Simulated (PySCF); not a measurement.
# C4F3N: the cost of one run

Computed with PySCF 2.14.0, with density-fitted response routines of our own, on a single molecule in the gas phase. Atoms are numbered from 0 throughout.

### Step 1. The starting structure

8 atoms, charge 0, multiplicity 1; geometry from: GFN2-xTB.

Bonds of the start (Å): N0–C1 1.14, C1–C2 1.43, C2–F3 1.38, C2–C4 1.51, C4–F5 1.31, C4–C6 1.30, C6–F7 1.31, C6–C2 1.51.

### Step 2. TDDFT and polarisability: B3LYP/def2-SVPD

What the job is given:

```
{"job": {"kind": "uv", "xc": "B3LYP", "basis": "def2-SVPD", "nstates": 8, "ntriplets": 3}, "charge": 0, "multiplicity": 1}
N      2.345821     0.168031    -1.303299
C      1.479759     0.022851    -0.573214
C      0.374799    -0.151455     0.325000
F      0.767973    -0.610364     1.560190
C     -0.864076     0.703417     0.254187
F     -1.352022     1.888984     0.501393
C     -1.004146    -0.521410    -0.157079
F     -1.739050    -1.490641    -0.631743
```

Level: TDDFT B3LYP/def2-SVPD, vertical, gas phase, core orbitals frozen in the response.

The run is started by

```sh
OMP_NUM_THREADS=1 python probes_run.py task.json out
```

The driver reads the jobs from task.json and runs them one after another.

Q: Estimate the wall time and peak memory of this first job on 1 thread of Arm Neoverse N1, shared host.

About 31 s, with a peak of 0.7 GiB.
